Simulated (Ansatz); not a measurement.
**CH4BFOSi (SMILES O=CB[SiH2]F): levels of theory compared**

Wanted: a comparison of 6 runs (B3LYP/6-31G*, B3LYP/def2-SVP, BHLYP/def2-SVP, PBE/def2-SVP, PBE0/def2-SVP, CCSD/def2-SVP) of CH4BFOSi. 

Program for the calculation: Ansatz 0.2.0.

152 further runs of the same task are left out: 152 set aside as unsound or not needed.

## 1. The structure to begin with

CH4BFOSi has 9 atoms, charge 0, and is taken as a singlet. SMILES: `O=CB[SiH2]F`. One bond was lengthened or shortened from a relaxed shape.

Bond lengths: O1–C2 1.227 Å, C2–B3 1.522 Å, B3–Si4 2.001 Å, Si4–F5 1.851 Å, C2–H6 1.099 Å, B3–H7 1.195 Å, Si4–H8 1.489 Å, Si4–H9 1.486 Å. Some angles: O1–C2–B3 90.0°, C2–B3–Si4 120.9°, B3–Si4–F5 110.9°, O1–C2–H6 122.9°, B3–C2–H6 147.1°, C2–B3–H7 117.0°, Si4–B3–H7 122.0°, B3–Si4–H8 109.8°, B3–Si4–H9 112.6°, F5–Si4–H8 107.4°.

## 2. The energy at B3LYP/6-31G(d) (spherical functions) (run 1)

in.yaml

```yaml
crystal:
  periodic: [false, false, false]
  atoms:
    - {symbol: O, position_ang: [-0.596987, 0.681654, 1.810990]}
    - {symbol: C, position_ang: [0.064213, 1.343354, 1.017590]}
    - {symbol: B, position_ang: [0.820613, 0.089954, 0.602990]}
    - {symbol: Si, position_ang: [0.115313, -1.106346, -0.837810]}
    - {symbol: F, position_ang: [-1.360800, -0.349200, -1.659700]}
    - {symbol: H, position_ang: [-0.069887, 2.426254, 0.885690]}
    - {symbol: H, position_ang: [1.801213, -0.183646, 1.228890]}
    - {symbol: H, position_ang: [1.156513, -1.301346, -1.884710]}
    - {symbol: H, position_ang: [-0.301687, -2.436846, -0.323710]}
basis:
  gaussian:
    orbitals: 6-31G_st_-spherical.json
total_charge: 0
hamiltonian:
  xc: {name: B3LYP}
accuracy: high
output: {orbitals: {seedname: orbitals}}
```

The basis set 6-31G* is read from a file made from the Basis Set Exchange's data (not shown).

Launch:

```bash
$ ansatz run in.yaml --threads 1 --pin off --max-ram 3480MiB --events-out events.jsonl --progress --plain --runs-dir runs
```

The program printed:

```text
Warning: RAYON_NUM_THREADS=1 ignored (pool sized by the plan → 1); use --threads N
Functional definition: B3LYP
  name "B3LYP"
  parameter a0 = 0.2
  parameter ax = 0.72
  parameter ac = 0.81
  exchange = (1 - a0 - ax)*slater_x + ax*b88_x + a0*exact_x
  correlation = (1 - ac)*vwn_rpa_c + ac*lyp_c
1890 factors; integrals over basis functions are off by at most 3.7e-9 eV
mean field evaluation 1: about -14415.1836 eV, gradient 4.6e1 eV
mean field evaluation 2: about -14399.6942 eV, gradient 1.0e2 eV
mean field evaluation 4: about -14418.9664 eV, gradient 7.2e0 eV
mean field evaluation 8: about -14419.2405 eV, gradient 7.8e-1 eV
mean field evaluation 16: about -14419.2422 eV, gradient 1.1e-4 eV
mean field -14419.24221262 eV, -529.8973776003 hartree, gradient 6.8e-8 eV, S^2 0.000000; 0 other end points of the search recorded, 0 dependent functions left out
reference -14419.24225296 eV, -529.8973790828 hartree; 23, 23 occupied and 59, 59 virtual orbitals, 1890 factors
Total energy: -14419.24225296 eV, -529.8973790828 hartree
```

Wall time 7.8 s (1 thread of Arm Neoverse V2, shared host); peak memory 0.27 GiB.

## 3. A single-point energy at B3LYP/def2-SVP (run 2)

molecule.yaml

```yaml
crystal:
  periodic: [false, false, false]
  atoms:
    - {symbol: O, position_ang: [-0.596987, 0.681654, 1.810990]}
    - {symbol: C, position_ang: [0.064213, 1.343354, 1.017590]}
    - {symbol: B, position_ang: [0.820613, 0.089954, 0.602990]}
    - {symbol: Si, position_ang: [0.115313, -1.106346, -0.837810]}
    - {symbol: F, position_ang: [-1.360800, -0.349200, -1.659700]}
    - {symbol: H, position_ang: [-0.069887, 2.426254, 0.885690]}
    - {symbol: H, position_ang: [1.801213, -0.183646, 1.228890]}
    - {symbol: H, position_ang: [1.156513, -1.301346, -1.884710]}
    - {symbol: H, position_ang: [-0.301687, -2.436846, -0.323710]}
basis:
  gaussian:
    orbitals: def2-SVP
hamiltonian:
  xc: {name: B3LYP}
accuracy: high
output: {orbitals: {seedname: orbitals}}
```

Launch:

```bash
$ ansatz run molecule.yaml --threads 1 --pin off --max-ram 3480MiB --events-out events.jsonl --progress --plain --runs-dir runs
```

The program printed:

```text
Warning: RAYON_NUM_THREADS=1 ignored (pool sized by the plan → 1); use --threads N
Functional definition: B3LYP
  name "B3LYP"
  parameter a0 = 0.2
  parameter ax = 0.72
  parameter ac = 0.81
  exchange = (1 - a0 - ax)*slater_x + ax*b88_x + a0*exact_x
  correlation = (1 - ac)*vwn_rpa_c + ac*lyp_c
2109 factors; integrals over basis functions are off by at most 8.3e-9 eV
mean field evaluation 1: about -14408.3802 eV, gradient 4.5e1 eV
mean field evaluation 2: about -14396.3340 eV, gradient 9.4e1 eV
mean field evaluation 4: about -14412.2148 eV, gradient 6.8e0 eV
mean field evaluation 8: about -14412.4603 eV, gradient 7.3e-1 eV
mean field evaluation 16: about -14412.4617 eV, gradient 8.8e-5 eV
mean field -14412.46171427 eV, -529.6481988820 hartree, gradient 2.0e-8 eV, S^2 0.000000; 0 other end points of the search recorded, 0 dependent functions left out
reference -14412.46175622 eV, -529.6482004236 hartree; 23, 23 occupied and 71, 71 virtual orbitals, 2109 factors
Total energy: -14412.46175622 eV, -529.6482004236 hartree
```

It took 8.4 s on 1 thread of Arm Neoverse V2, shared host; peak memory 0.32 GiB.

Runs 3 to 5 aren't shown in full; the table further down has their settings and results.

## 4. The energy at CCSD/def2-SVP (run 6)

job.yaml

```yaml
crystal:
  periodic: [false, false, false]
  atoms:
    - {symbol: O, position_ang: [-0.596987, 0.681654, 1.810990]}
    - {symbol: C, position_ang: [0.064213, 1.343354, 1.017590]}
    - {symbol: B, position_ang: [0.820613, 0.089954, 0.602990]}
    - {symbol: Si, position_ang: [0.115313, -1.106346, -0.837810]}
    - {symbol: F, position_ang: [-1.360800, -0.349200, -1.659700]}
    - {symbol: H, position_ang: [-0.069887, 2.426254, 0.885690]}
    - {symbol: H, position_ang: [1.801213, -0.183646, 1.228890]}
    - {symbol: H, position_ang: [1.156513, -1.301346, -1.884710]}
    - {symbol: H, position_ang: [-0.301687, -2.436846, -0.323710]}
basis:
  gaussian: {orbitals: def2-SVP}
correlation: {method: ccsd, frozen_orbitals: {B: 1, C: 1, F: 1, H: 0, O: 1, Si: 5}}
accuracy: high
total_charge: 0
scf: {omitted_lower_state_checks: [cluster_reference, increment]}
```

Launch:

```bash
$ ansatz run job.yaml --threads 1 --pin off --max-ram 3480MiB --events-out events.jsonl --progress --plain --runs-dir runs
```

The program printed:

```text
Warning: RAYON_NUM_THREADS=1 ignored (pool sized by the plan → 1); use --threads N
[... 12 lines left out ...]
9 core orbitals not correlated: weight in the atoms' cores, before any rotation towards them, 1.000 or more for the frozen orbitals, at most 0.000 for the correlated occupied ones
[... 27 lines left out ...]
Total energy: -14381.97597159 eV, -528.5278685027 hartree
Checks for a lower state left out: cluster_reference, increment
```

It took 24 s on 1 thread of Arm Neoverse V2, shared host; peak memory 0.6 GiB.

## 5. Overview of the runs

| run | level | frozen core orbitals | energy (Eh) | HOMO energy (eV) | LUMO energy (eV) | HOMO–LUMO gap (eV) | wall time |
| --- | --- | --- | --- | --- | --- | --- | --- |
| 1 | B3LYP/6-31G* (spherical functions) | – | -529.897379 | -7.89 | -1.91 | 5.98 | 7.8 s |
| 2 | B3LYP/def2-SVP | – | -529.648200 | -8.06 | -2.13 | 5.93 | 8.4 s |
| 3 | BHLYP/def2-SVP | – | -529.504065 | -9.64 | -0.57 | 9.07 | 9.9 s |
| 4 | PBE/def2-SVP | – | -529.209118 | -6.91 | -3.07 | 3.84 | 6.6 s |
| 5 | PBE0/def2-SVP | – | -529.239277 | -8.32 | -1.92 | 6.40 | 8.7 s |
| 6 | CCSD/def2-SVP | 9 | -528.527869 | – | – | – | 24 s |

## 6. What came out

| quantity | value |
| --- | --- |
| run 6: total energy | -528.52787 Eh |
| run 6: correlation energy (9 core orbitals frozen) | -719.6 mEh |
| run 6: T1 diagnostic | 0.021 |

In words: Over runs 1, 2, 3, 4, 5 the HOMO–LUMO gap runs from 3.84 eV (PBE/def2-SVP) to 9.07 eV (BHLYP/def2-SVP). Totals of different functionals can't be ranked against each other. All runs together took 66 s, the longest 24 s.
